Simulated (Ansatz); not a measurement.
# C2H5ClFGaO: vertical ionisation energy

How much energy removes an electron from C2H5ClFGaO at fixed geometry? The cation is run at each level and the neutral's energy taken from earlier runs.

Computed with Ansatz 0.2.0, Gaussian basis. Level: unrestricted cation, the program's frozen cores in correlated methods.

Levels to be run: UKS PBE-D4/def2-TZVPP; UKS r2SCAN-D4/def2-TZVPP; UKS PBE0-D4/def2-TZVPP; UKS B3LYP-D4/def2-TZVPP; UKS wB97X-V/def2-TZVPP; UKS wB97M-V/def2-TZVPP; UKS B2PLYP/def2-TZVPP; UHF-CCSD(T)/def2-TZVPP; UHF-MP2/def2-QZVPP; extrapolation to the limit; then −ε(HOMO) from the neutral's earlier runs with LDA (SPW92), PBE-D4, revPBE-D4, BLYP-D4, r2SCAN-D4, B97M-V, PBE0-D4, B3LYP-D4, r2SCANh-D4, r2SCAN0-D4, HSE06-D4, BHLYP-D4, CAM-B3LYP-D4, LC-ωPBE, ωB97X-V, ωB97M-V.

## Step 1: The relaxed structure

The geometry comes from an earlier relaxation with PBE0-D4 in a triple-zeta def2 set; it is a stationary point, not always the lowest conformer.

SMILES `CC[O][Ga]([F])[Cl]`, 11 atoms, charge 0, spin multiplicity 1.

Atoms are counted from 1 here; the program's logs count them from 0.

Bond lengths: C1–C2 1.511 Å, C1–H7 1.093 Å, C1–H8 1.095 Å, C1–H9 1.092 Å, C2–O3 1.420 Å, C2–H10 1.094 Å, C2–H11 1.097 Å, O3–Ga4 1.758 Å, Ga4–F5 1.745 Å, Ga4–Cl6 2.105 Å. Angles: C2–C1–H7 110.6°, C2–C1–H8 110.9°, C2–C1–H9 110.6°, H7–C1–H8 107.5°, H7–C1–H9 108.3°, H8–C1–H9 108.9°, C1–C2–O3 112.3°, C1–C2–H10 110.3°, C1–C2–H11 110.1°, O3–C2–H10 105.8°, O3–C2–H11 110.8°, H10–C2–H11 107.3°, C2–O3–Ga4 121.9°, O3–Ga4–F5 119.4°, O3–Ga4–Cl6 122.1°, F5–Ga4–Cl6 118.5°.

As a file:

```xyz
11
C2H5ClFGaO
C     0.0022   -1.2604    0.6729
C     0.9982   -0.2461    0.1617
O     0.5005    1.0823    0.2316
Ga   -0.8275    1.6298   -0.7815
F    -1.4534    0.5716   -2.0200
Cl   -1.6708    3.5475   -0.5810
H     0.4399   -2.2620    0.6734
H    -0.8870   -1.2899    0.0352
H    -0.3031   -1.0182    1.6931
H     1.9026   -0.2591    0.7778
H     1.2984   -0.4955   -0.8631
```

## Step 2: Cation, UKS PBE-D4/def2-TZVPP

in.yaml

```yaml
crystal:
  periodic: [false, false, false]
  atoms:
    - {symbol: C, position_ang: [0.002164, -1.260449, 0.672856]}
    - {symbol: C, position_ang: [0.998241, -0.246130, 0.161681]}
    - {symbol: O, position_ang: [0.500491, 1.082263, 0.231581]}
    - {symbol: Ga, position_ang: [-0.827547, 1.629788, -0.781549]}
    - {symbol: F, position_ang: [-1.453386, 0.571634, -2.019993]}
    - {symbol: Cl, position_ang: [-1.670770, 3.547513, -0.580974]}
    - {symbol: H, position_ang: [0.439913, -2.261980, 0.673387]}
    - {symbol: H, position_ang: [-0.887039, -1.289891, 0.035172]}
    - {symbol: H, position_ang: [-0.303065, -1.018193, 1.693114]}
    - {symbol: H, position_ang: [1.902626, -0.259058, 0.777805]}
    - {symbol: H, position_ang: [1.298374, -0.495497, -0.863069]}
basis:
  gaussian: {orbitals: def2-TZVPP}
total_charge: 1
magnetization: {spin_polarized: true, initial_magnetization: 1}
hamiltonian: {xc: pbe, dispersion: d4}
```

Command:

```sh
ansatz run in.yaml --threads 2 --pin off --events-out ev --progress --plain --max-ram 22528MiB --backend cuda --devices 0, --max-vram 18GiB
```

After this run come: Cation, UKS r2SCAN-D4/def2-TZVPP; Cation, UKS PBE0-D4/def2-TZVPP; Cation, UKS B3LYP-D4/def2-TZVPP; Cation, UKS wB97X-V/def2-TZVPP; Cation, UKS wB97M-V/def2-TZVPP; Cation, UKS B2PLYP (frozen core)/def2-TZVPP; Cation, UHF-CCSD(T)/def2-TZVPP; Cation, UHF-MP2/def2-QZVPP.

Before running them: what should the planned runs give, taken together? Wanted: ionisation energy, CCSD(T)/CBS; nearest functional by difference; nearest −ε(HOMO); −ε(HOMO) of PBE; T1 of the cation.

As calculated:

| quantity | value |
| --- | --- |
| ionisation energy, CCSD(T)/CBS | 11.05 eV |
| nearest functional by difference | ωB97X-V (-0.27 eV) |
| nearest −ε(HOMO) | ωB97X-V (-0.04 eV) |
| −ε(HOMO) of PBE | 7.02 eV |
| T1 of the cation | 0.026 |

By cation minus neutral, the functionals miss by 0.85 eV at most. −ε(HOMO) of PBE misses by 4.0 eV, since self-interaction lifts the level. Among orbital estimates ωB97X-V comes nearest. Hartree-Fock falls 1.48 eV short, as the neutral has more correlation energy than the cation. The cation may have settled in a state other than its lowest; no search over hole states beyond the program's own was made. Correlated methods include outer-core shells of Ga, which these sets cover unevenly. With outer-core shells in play the reference is unsure by up to some tenths of an eV, so close misses can't be ranked.
